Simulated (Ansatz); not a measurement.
**C₃H₆ClFSi: up Jacob's ladder to CCSD(T)**

An exercise on one series of results from a longer session: the logs are not shown, and one member is left open.

Program: Ansatz 0.2.0, Gaussian basis. Level of theory: functionals in def2-TZVPP, the program's frozen cores in correlated methods. These are calculated values, not measurements.

Levels to be run: PBE-D4, r2SCAN-D4, PBE0-D4, B3LYP-D4, ωB97X-V, ωB97M-V, B2PLYP; CCSD(T)/def2-TZVPP; MP2/def2-QZVPP; extrapolation to the limit.

## Structure used throughout

The geometry comes from an earlier relaxation with PBE0-D4 in a triple-zeta def2 set; it is a stationary point, not always the lowest conformer.

SMILES `C/C(Cl)=C(\F)[SiH3]`, 12 atoms, charge 0, spin multiplicity 1.

Atoms are counted from 1 here; the program's logs count them from 0.

Bond lengths: C1–C2 1.482 Å, C1–H7 1.093 Å, C1–H8 1.089 Å, C1–H9 1.093 Å, C2–Cl3 1.731 Å, C2–C4 1.332 Å, C4–F5 1.355 Å, C4–Si6 1.881 Å, Si6–H10 1.483 Å, Si6–H11 1.484 Å, Si6–H12 1.484 Å. Angles: C2–C1–H7 110.5°, C2–C1–H8 110.2°, C2–C1–H9 110.5°, H7–C1–H8 109.1°, H7–C1–H9 107.5°, H8–C1–H9 109.1°, C1–C2–Cl3 116.1°, C1–C2–C4 127.1°, Cl3–C2–C4 116.8°, C2–C4–F5 117.4°, C2–C4–Si6 126.7°, F5–C4–Si6 115.9°, C4–Si6–H10 106.5°, C4–Si6–H11 110.4°, C4–Si6–H12 110.4°, H10–Si6–H11 110.0°, H10–Si6–H12 110.0°, H11–Si6–H12 109.5°.

Coordinates:

```
C    -1.4191    1.5621   -0.0369
C    -0.3978    0.5529    0.3322
Cl    0.1030    0.5488    1.9895
C     0.1718   -0.3448   -0.4697
F    -0.2120   -0.3510   -1.7695
Si    1.4675   -1.6213    0.0114
H    -2.3288    1.4179    0.5516
H    -1.6628    1.4798   -1.0954
H    -1.0508    2.5707    0.1676
H     1.7834   -2.3864   -1.2195
H     2.6894   -0.9510    0.5200
H     0.9331   -2.5329    1.0527
```

The first run:

Input file in.yaml:

```yaml
crystal:
  periodic: [false, false, false]
  atoms:
    - {symbol: C, position_ang: [-1.419052, 1.562098, -0.036868]}
    - {symbol: C, position_ang: [-0.397781, 0.552885, 0.332250]}
    - {symbol: Cl, position_ang: [0.102987, 0.548819, 1.989513]}
    - {symbol: C, position_ang: [0.171839, -0.344813, -0.469735]}
    - {symbol: F, position_ang: [-0.212043, -0.350962, -1.769518]}
    - {symbol: Si, position_ang: [1.467518, -1.621326, 0.011429]}
    - {symbol: H, position_ang: [-2.328763, 1.417860, 0.551565]}
    - {symbol: H, position_ang: [-1.662849, 1.479821, -1.095426]}
    - {symbol: H, position_ang: [-1.050802, 2.570673, 0.167606]}
    - {symbol: H, position_ang: [1.783380, -2.386426, -1.219529]}
    - {symbol: H, position_ang: [2.689355, -0.950967, 0.519985]}
    - {symbol: H, position_ang: [0.933114, -2.532861, 1.052729]}
basis:
  gaussian: {orbitals: def2-TZVPP}
hamiltonian: {xc: pbe, dispersion: d4}
output: {forces: true, orbitals: {seedname: orbitals}}
```

Launch:

```console
> ansatz run in.yaml --threads 2 --pin off --events-out ev --progress --plain --max-ram 22528MiB --backend cuda --devices 0, --max-vram 18GiB
```

Steps of the session up to this table: PBE-D4 (GGA); r2SCAN-D4 (meta-GGA); PBE0-D4 (hybrid); B3LYP-D4 (hybrid); ωB97X-V (range-separated); ωB97M-V (range-separated); B2PLYP (double hybrid); CCSD(T) in def2-TZVPP; MP2 in def2-QZVPP.

One table of the session follows, with a row left open; its other results are not shown here.

```
            method  atomisation energy (eV)
            PBE-D4                   47.041
         r2SCAN-D4                   46.123
           PBE0-D4                        ?
          B3LYP-D4                   45.824
           ωB97X-V                   46.049
           ωB97M-V                   46.047
            B2PLYP                   45.316
     HF/def2-TZVPP                   33.448
    MP2/def2-TZVPP                   45.524
   CCSD/def2-TZVPP                   43.873
CCSD(T)/def2-TZVPP                   44.651
           MP2/CBS                   46.714
       CCSD(T)/CBS                   45.841
```

Estimate the missing values for PBE0-D4.

As computed: atomisation energy (eV): 46.152. In the column «atomisation energy (eV)» it lies between r2SCAN-D4 (46.123) and MP2/CBS (46.714).

To keep in mind: Free atoms (3 C, 1 Cl, 1 F, 1 Si, 6 H) were run apart at each level; the atomisation energy is their sum less the molecule, without zero-point or spin-orbit terms.
